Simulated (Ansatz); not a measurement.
What does this script print? It uses Ansatz 0.2.0 through its Python package.

`li5cuso2_pdos.py`
```python
'''Which atoms and shells make the states of Li5CuSO2.'''

import logging
import sys

import ansatz as az
import numpy as np
from pymatgen.core import Lattice, Structure
from pymatgen.io.ase import AseAtomsAdaptor

logging.basicConfig(stream=sys.stdout, format='%(name)s: %(message)s')
log = logging.getLogger('calc')
log.setLevel(logging.INFO)


def main() -> None:
    pmg_structure = Structure(
        Lattice([(3.863345, 0.0, 0.0), (0.0, 3.863345, 0.0), (0.0, 0.0, 7.750269)]),
        ['Li', 'Li', 'Li', 'Li', 'Li', 'Cu', 'S', 'O', 'O'],
        [
            (0.0, 0.0, 0.5),
            (0.0, 0.5, 0.277642),
            (0.0, 0.5, 0.722358),
            (0.5, 0.0, 0.277642),
            (0.5, 0.0, 0.722358),
            (0.0, 0.0, 0.0),
            (0.5, 0.5, 0.5),
            (0.0, 0.0, 0.235101),
            (0.0, 0.0, 0.764899),
        ],
    )
    cell = az.Crystal.from_ase(AseAtomsAdaptor.get_atoms(pmg_structure))

    base = (
        cell.calculation()
        .functional(az.Functional.PBESOL)
        .kpoints(spacing=0.36)
        .occupations('Fixed')
        .scf(extra_bands=24)
        .density_of_states(projected=True, method='smearing', broadening_width=0.15, energy_step=0.1)
    )
    done = base.run()
    summary = done.report

    dos = done.density_of_states()
    energy = np.asarray(dos.energies_ev) - dos.fermi_ev
    curves = {}
    for site in done.projected_density_of_states().sites:
        for shell in site.shells:
            weight = sum(np.sum(curve.g_bin_mean_per_ev, axis=0) for curve in shell.curves)
            name = f'{site.species} {shell.label}'
            curves[name] = curves.get(name, 0) + weight

    step = energy[1] - energy[0]
    windows = [(-8, -4), (-4, 0), (0, 4)]
    print('states by shell in windows of E - E_F (eV):', windows)
    for name, g in curves.items():
        print(f'{name:8s}', ' '.join(f'{step * g[(energy >= a) & (energy < b)].sum():8.3f}' for a, b in windows))
    filled = (energy < 0) & (energy > -8)
    for name, g in curves.items():
        if g[filled].sum() * step > 0.5:
            log.info(f'centre of {name}: {np.average(energy[filled], weights=g[filled]):.2f} eV')


if __name__ == '__main__':
    main()
```

```console
$ python li5cuso2_pdos.py
DeckWarning: basis.ecutwfc = 420 eV, auto-derived from the records' recommended cutoffs: set by Li (normal level)
states by shell in windows of E - E_F (eV): [(-8, -4), (-4, 0), (0, 4)]
Li 1S       0.004    0.067    0.017
Li 2S       0.063    1.004    0.683
Cu 3S       0.001    0.001    0.000
Cu 4S       0.147    0.536    0.083
Cu 3P       0.000    0.007    0.000
Cu 3D       0.367    9.097    0.302
S 3S        0.007    0.058    0.027
S 3P        0.070    5.227    0.076
O 2S        0.045    0.061    0.094
O 2P        1.279    9.294    0.392
calc: centre of Li 2S: -2.82 eV
calc: centre of Cu 4S: -1.98 eV
calc: centre of Cu 3D: -1.43 eV
calc: centre of S 3P: -1.83 eV
calc: centre of O 2P: -2.88 eV
```
(Warnings from the package without file and line.)

Spin is left out of this run. Along an axis with an odd division the mesh misses the point at one half; a gap read on a finite mesh is an upper bound on this functional's gap. Semilocal gaps usually lie well under measured ones. With fixed filling the reported Fermi level is the top filled level among the k-points of the SCF. The crystal has a gap of about 2.48 eV on the mesh; any density of states at or just above the Fermi level is the tail of the broadening. Without a Hubbard U or exact exchange, semilocal functionals often make such 3d compounds metallic or too weakly gapped. The structure comes from a database of computed cells and needn't be a stable or known phase. Curves are summed over the cell's atoms. Only shells that the potentials hold have channels, so projections don't add up to the total, least of all where a shell is missing (p of most metals); heights and places of peaks move with the mesh. The density of states is complete only as far up as bands were computed. A band centre counts only the states inside the window taken. The whole script took 6.1 s on 1 thread of Arm Neoverse V1, on a shared host, peak memory 0.49 GiB.
